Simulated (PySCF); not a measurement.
**One shape, several levels: SiHCl3 (trichlorosilane)**

Aim: a comparison of 6 runs (HF/STO-3G, B3LYP/6-31G*, B3LYP/def2-SVPD, BHLYP/def2-SVPD, PBE/def2-SVPD, SVWN5/def2-SVPD) of SiHCl3 (trichlorosilane). The job is set up through a Python script.

The results are computed with PySCF 2.14.0.

3 further runs of the same task are left out: 3 set aside as unsound or not needed.

## Step 1: The system as given

SiHCl3 has 5 atoms, charge 0, and is taken as a singlet. SMILES: `Cl[SiH](Cl)Cl`. Geometry: relaxed at GFN2-xTB.

Bond lengths: Cl1–Si2 2.010 Å, Si2–Cl3 2.011 Å, Si2–Cl4 2.010 Å, Si2–H5 1.451 Å. Angles: Cl1–Si2–Cl3 109.6°, Cl1–Si2–Cl4 109.6°, Cl3–Si2–Cl4 109.6°, Cl1–Si2–H5 109.3°, Cl3–Si2–H5 109.4°, Cl4–Si2–H5 109.3°.

## Step 2: The energy at HF/STO-3G (run 1)

Contents of run.py:

```python
from pyscf import gto

mol = gto.M(
    atom='''
Cl     3.162570    -1.071645     1.673787
Si    -0.150668    -0.022544     0.139443
Cl     0.029499     3.622454    -0.917330
Cl    -0.894899    -2.193216    -2.888031
H     -2.146502    -0.335048     1.992130
''',
    max_memory=1860,
    charge=0,
    basis='sto-3g',
    verbose=4,
    unit='bohr',
)

mf = mol.RHF()
mf.conv_tol = 1e-10
mf.kernel()
if not mf.converged:
    mf = mf.newton().run(mf.mo_coeff, mf.mo_occ)

e_final = mf.e_tot
print('E = %.10f Eh' % e_final)
```

The run is started by

```sh
$ OMP_NUM_THREADS=1 python run.py
```

Standard output:

```text
PySCF version 2.14.0

[INPUT] num. atoms = 5
[INPUT] num. electrons = 66
[INPUT] charge = 0
[INPUT] spin (= nelec alpha-beta = 2S) = 0
[INPUT] symmetry False subgroup None
[INPUT] Mole.unit = bohr
[INPUT] Symbol           X                Y                Z      unit          X                Y                Z       unit  Magmom
[INPUT]  1 Cl     1.673559971939  -0.567090112196   0.885729936334 AA    3.162570000000  -1.071645000000   1.673787000000 Bohr   0.0
[INPUT]  2 Si    -0.079730072015  -0.011929771043   0.073790057822 AA   -0.150668000000  -0.022544000000   0.139443000000 Bohr   0.0
[INPUT]  3 Cl     0.015610198545   1.916920104406  -0.485430130893 AA    0.029499000000   3.622454000000  -0.917330000000 Bohr   0.0
[INPUT]  4 Cl    -0.473560156875  -1.160599925825  -1.528280189630 AA   -0.894899000000  -2.193216000000  -2.888031000000 Bohr   0.0
[INPUT]  5 H     -1.135879941594  -0.177299766164   1.054189797190 AA   -2.146502000000  -0.335048000000   1.992130000000 Bohr   0.0

nuclear repulsion = 342.179779107038
number of shells = 21
number of NR pGTOs = 111
number of NR cGTOs = 37
basis = sto-3g
ecp = {}

******** <class 'pyscf.scf.hf.RHF'> ********
method = RHF
initial guess = minao
damping factor = 0
level_shift factor = 0
DIIS = <class 'pyscf.scf.diis.CDIIS'>
diis_start_cycle = 1
diis_space = 8
diis_damp = 0
SCF conv_tol = 1e-10
SCF conv_tol_grad = None
SCF max_cycles = 50
direct_scf = True
direct_scf_tol = 1e-13
Set gradient conv threshold to 1e-05
Initial guess from minao.
init E= -1649.45504954377
  HOMO = -0.441166641903875  LUMO = 0.112248566525364  gap/eV = 15.05919
cycle= 1 E= -1649.995078148  delta_E= -0.54  |g|= 0.387  |ddm|= 2.66
  HOMO = -0.412171149504226  LUMO = 0.189753487409103  gap/eV = 16.37920
cycle= 2 E= -1650.07248656034  delta_E= -0.0774  |g|= 0.08  |ddm|= 1.02
  HOMO = -0.419389557835376  LUMO = 0.247584398151964  gap/eV = 18.14929
cycle= 3 E= -1650.07503736037  delta_E= -0.00255  |g|= 0.0146  |ddm|= 0.154
  HOMO = -0.420346003639799  LUMO = 0.250491104057022  gap/eV = 18.25441
cycle= 4 E= -1650.07523759773  delta_E= -0.0002  |g|= 0.00185  |ddm|= 0.0587
  HOMO = -0.420373463473682  LUMO = 0.250324765071115  gap/eV = 18.25063
cycle= 5 E= -1650.07524099593  delta_E= -3.4e-06  |g|= 0.000218  |ddm|= 0.00848
  HOMO = -0.420364937319444  LUMO = 0.25036400600308  gap/eV = 18.25146
cycle= 6 E= -1650.07524104024  delta_E= -4.43e-08  |g|= 3.87e-05  |ddm|= 0.000937
  HOMO = -0.420360042197692  LUMO = 0.250355073718513  gap/eV = 18.25109
cycle= 7 E= -1650.07524104178  delta_E= -1.54e-09  |g|= 7.86e-06  |ddm|= 0.000173
  HOMO = -0.420359744544189  LUMO = 0.250356160056791  gap/eV = 18.25111
cycle= 8 E= -1650.07524104184  delta_E= -6.39e-11  |g|= 7.51e-07  |ddm|= 3.92e-05
  HOMO = -0.420359668020657  LUMO = 0.250356122379351  gap/eV = 18.25111
Extra cycle  E= -1650.07524104185  delta_E= -4.32e-12  |g|= 2.37e-07  |ddm|= 2.2e-06
converged SCF energy = -1650.07524104185
E = -1650.0752410418 Eh
```

Run time: 0.57 s. Hardware: 1 thread of Intel Xeon 6975P-C (Granite Rapids), shared host; peak memory 0.12 GiB.

## Step 3: A single-point energy at B3LYP/6-31G(d) (spherical functions) (run 2)

Contents of start.xyz:

```xyz
5
Cl3HSi
Cl     1.673560    -0.567090     0.885730
Si    -0.079730    -0.011930     0.073790
Cl     0.015610     1.916920    -0.485430
Cl    -0.473560    -1.160600    -1.528280
H     -1.135880    -0.177300     1.054190
```

Contents of job.py:

```python
from pyscf import gto, dft

molecule = gto.M(
    atom='start.xyz',
    spin=0,
    max_memory=1860,
    verbose=3,
    basis='6-31g*',
)

mf = dft.RKS(molecule, xc='b3lyp')
mf.grids.level = 5
mf.conv_tol = 1e-10
mf.kernel()
if not mf.converged:
    mf = mf.newton().run(mf.mo_coeff, mf.mo_occ)

e_tot = mf.e_tot
print('Final energy', e_tot)
```

The run is started by

```sh
$ OMP_NUM_THREADS=1 python job.py
```

Standard output:

```text
converged SCF energy = -1670.81452738682
Final energy -1670.814527386825
```

It took 7.8 s on 1 thread of Intel Xeon 6975P-C (Granite Rapids), shared host; peak memory 0.39 GiB.

Runs 3 to 4 aren't shown in full; the table further down has their settings and results.

## Step 4: A single-point energy at PBE/def2-SVPD (run 5)

Contents of job.py:

```python
from pyscf import gto, dft

system = gto.M(
    atom='''
Cl     1.673560    -0.567090     0.885730
Si    -0.079730    -0.011930     0.073790
Cl     0.015610     1.916920    -0.485430
Cl    -0.473560    -1.160600    -1.528280
H     -1.135880    -0.177300     1.054190
''',
    basis='def2-svpd',
    verbose=3,
    charge=0,
    max_memory=1860,
)

mf = dft.RKS(system, xc='pbe')
mf.grids.level = 5
mf.conv_tol = 1e-10
mf.kernel()
if not mf.converged:
    mf = mf.newton().run(mf.mo_coeff, mf.mo_occ)

etot = mf.e_tot
print('Final energy', etot)
```

The run is started by

```sh
$ OMP_NUM_THREADS=1 python job.py
```

Standard output:

```text
converged SCF energy = -1669.61782384985
Final energy -1669.6178238498492
```

It took 10 s on 1 thread of Intel Xeon 6975P-C (Granite Rapids), shared host; peak memory 0.61 GiB.

## Step 5: The energy at SVWN5/def2-SVPD (run 6)

Contents of input.py:

```python
# Cl[SiH](Cl)Cl
from pyscf import gto, dft

mol = gto.M(
    atom='''
Cl     3.162570    -1.071645     1.673787
Si    -0.150668    -0.022544     0.139443
Cl     0.029499     3.622454    -0.917330
Cl    -0.894899    -2.193216    -2.888031
H     -2.146502    -0.335048     1.992130
''',
    unit='bohr',
    basis='def2-svpd',
    max_memory=1860,
    verbose=3,
)

mf = dft.RKS(mol, xc='svwn')
mf.conv_tol = 1e-10
mf.grids.level = 5
mf.kernel()
if not mf.converged:
    mf = mf.newton().run(mf.mo_coeff, mf.mo_occ)

etot = mf.e_tot
print('Final energy', etot)
```

The run is started by

```sh
$ OMP_NUM_THREADS=1 python input.py
```

Standard output:

```text
converged SCF energy = -1664.73139122905
Final energy -1664.7313912290474
```

It took 6 s on 1 thread of Intel Xeon 6975P-C (Granite Rapids), shared host; peak memory 0.41 GiB.

## Step 6: Overview of the runs

| run | level | integration grid | energy (Eh) | dipole moment (D) | HOMO energy (eV) | LUMO energy (eV) | wall time |
| --- | --- | --- | --- | --- | --- | --- | --- |
| 1 | HF/STO-3G | – | -1650.075241 | 2.24 | -11.44 | 6.81 | 0.57 s |
| 2 | B3LYP/6-31G* (spherical functions) | 5 | -1670.814527 | 1.01 | -9.11 | -0.06 | 7.8 s |
| 3 | B3LYP/def2-SVPD | 5 | -1670.392971 | 0.81 | -9.19 | -0.43 | 11 s |
| 4 | BHLYP/def2-SVPD | 5 | -1670.338779 | 0.88 | -10.72 | 0.69 | 11 s |
| 5 | PBE/def2-SVPD | 5 | -1669.617824 | 0.75 | -8.09 | -1.12 | 10 s |
| 6 | SVWN5/def2-SVPD | 5 | -1664.731391 | 0.78 | -8.19 | -1.31 | 6 s |

## Step 7: What came out

```
            quantity           value
 run 6: total energy  -1664.73139 Eh
run 6: dipole moment          0.78 D
  run 6: HOMO energy        -8.19 eV
  run 6: LUMO energy        -1.31 eV
run 6: HOMO–LUMO gap         6.88 eV
```

The dipole moment (its size) runs from 0.75 D (PBE/def2-SVPD) to 2.24 D (HF/STO-3G). The two ends differ in method and basis. The HOMO–LUMO gap runs from 6.88 eV (SVWN5/def2-SVPD) to 18.25 eV (HF/STO-3G). Totals of different functionals can't be ranked against each other. In run 1 the basis is minimal, so the values are rough. All runs together took 46 s, the longest 11 s.
